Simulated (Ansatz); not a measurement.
# GeP₂H (doublet): from Hartree-Fock to the top rungs, cc-pVDZ

The task here is to estimate one member of a computed series from the others.

Computed with Ansatz 0.2.0, Gaussian basis. Level: cc-pVDZ, core rule «outside noble gas», up to 24 orbitals frozen.

The runs, in order: UHF; CCSD(T) on ROHF; CCSD(T) on UHF; BCCD(T) on ROHF; CISD; CCSDT(Q) on ROHF; CCSDT(Q) on UHF.

27 further runs of the same task are left out: 13 that didn't finish, 14 set aside as unsound or not needed.

## The system

The geometry is a PBE0/def2-TZVP stationary point (not a proven minimum). No spin-orbit coupling is included. The filled d shell of Ge may be among the frozen orbitals whatever the setting's name suggests; the logs give the count.

4 atoms, charge 0, spin multiplicity 2.

Atoms are counted from 1 here; the program's logs count them from 0.

Bond lengths: Ge1–P2 2.394 Å, Ge1–H4 1.610 Å, P2–P3 1.995 Å. Angles: P2–Ge1–H4 91.0°, Ge1–P2–P3 88.7°.

As a file:

```xyz
4

Ge    0.0000   -0.1888    1.1549
P     0.0000    1.0639   -0.8847
P     0.0000   -0.6592   -1.8895
H     0.0000    1.1684    2.0212
```

Set-up of the first run:

File in.yaml:

```yaml
crystal:
  periodic: [false, false, false]
  atoms:
    - {symbol: Ge, position_ang: [0.000000, -0.188786, 1.154883]}
    - {symbol: P, position_ang: [0.000000, 1.063913, -0.884682]}
    - {symbol: P, position_ang: [0.000000, -0.659193, -1.889534]}
    - {symbol: H, position_ang: [0.000000, 1.168412, 2.021166]}
basis:
  gaussian: {orbitals: cc-pVDZ}
magnetization: {spin_polarized: true, initial_magnetization: 1}
hamiltonian: {xc: hf}
output: {orbitals: {seedname: orbitals}}
```

Launch:

```
> ansatz run in.yaml --threads 1 --pin off --events-out ev --progress --plain --max-ram 2393MiB
```

Steps of the session up to this table: UHF; CCSD(T) on ROHF; CCSD(T) on UHF; BCCD(T) on ROHF; CISD; CCSDT(Q) on ROHF; CCSDT(Q) on UHF.

One table of the session follows, with a row left open; its other results are not shown here.

It belongs to the step «Misses and costs». 

| method | from RCCSDT(Q) (kJ/mol) |
| --- | --- |
| ROHF | +921.1 |
| UHF | +889.9 |
| RMP2 | +155.4 |
| UMP2 | +195.0 |
| CISD | +168.6 |
| RCCSD | +51.1 |
| UCCSD | +51.1 |
| RCCSD(T) | +8.1 |
| UCCSD(T) | +10.9 |
| BCCD(T) | +7.9 |
| RCCSDT | +4.3 |
| UCCSDT | +4.2 |
| RCCSDT(Q) | 0 |
| UCCSDT(Q) | ? |

Q: Estimate the row for UCCSDT(Q) from the others.

The run gave: from RCCSDT(Q) (kJ/mol): -0.4. In the column «from RCCSDT(Q) (kJ/mol)» it is the lowest.

With the free atoms at the same levels and basis (separate runs), the atomisation energy is 6.927 eV at RCCSDT(Q), 6.870 eV at RCCSD(T), 6.831 eV at UCCSD(T), 3.522 eV at ROHF.

Limits of these values: The determinant is far from a pure spin state, so its energy mixes those of several spin states (harmless only where they are near-degenerate, as at dissociation). Restricted and unrestricted rows rest on different reference determinants; where their highest levels disagree by more than a few hundredths of an eV, they describe different states and don't form one ladder.
